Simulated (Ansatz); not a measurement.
# Fe: the cost of one run

Program: Ansatz 0.2.0. Level of theory: DFT PBE, PAW, plane waves, scalar-relativistic. These are calculated values, not measurements.

**1. Starting point**

It takes space group Im-3m (No. 229, cubic). Conventional cell: a = 2.855 Å, b = 2.855 Å, c = 2.855 Å, α = 90.00°, β = 90.00°, γ = 90.00°. Fe (site symmetry m-3m) is surrounded by 8 Fe at 2.47 Å.

Structure file:

```cif
data_structure
_symmetry_space_group_name_H-M 'Im-3m'
_symmetry_Int_Tables_number 229
_cell_length_a 2.8550
_cell_length_b 2.8550
_cell_length_c 2.8550
_cell_angle_alpha 90.000
_cell_angle_beta 90.000
_cell_angle_gamma 90.000
_cell_volume 23.27
loop_
_atom_site_label
_atom_site_type_symbol
_atom_site_symmetry_multiplicity
_atom_site_Wyckoff_symbol
_atom_site_fract_x
_atom_site_fract_y
_atom_site_fract_z
_atom_site_occupancy
Fe1 Fe 2 a 0.00000 0.00000 0.00000 1
```

Atoms are counted from 1 in the order of input.yaml (Fe2 and so on).

Planned first: parallel moments, plain SCF; opposed moments +-, plain SCF; no spin polarisation; spin on, no moments given (the program may seed its own), plain SCF. Further starts follow from what these give.

A plain SCF has the search for lower states switched off and ends at the first converged state. Ends within 0.2 meV/atom and 0.1 μB count as one state.

Moments by site are taken inside atomic spheres; the rest lies between them.

**2. Parallel moments, plain SCF**

The input, input.yaml:

```yaml
crystal:
  lattice:
    - [0.0, 0.0, -2.855]
    - [2.855, -2.855, 0.0]
    - [-1.4275, -1.4275, 1.4275]
  atoms:
    - { symbol: Fe, position: [0.0, 0.0, 0.0], spin: 4.0 }
    - { symbol: Fe, position: [0.5, 0.5, 0.0], spin: 4.0 }
magnetization:
  spin_polarized: true
hamiltonian:
  xc: pbe
  pseudopotentials: { kind: paw }
basis:
  ecutwfc: 420
kpoints:
  mp_grid: { grid: [13, 8, 15] }
scf:
  occupations: { method: fermi_dirac, width: 0.1 }
  lower_state_search: "off"
output:
  forces: true
  stress: true
```

What time and memory should one allow on 2 threads of an Arm CPU, shared host?

About 19 s, with a peak of 0.62 GiB.
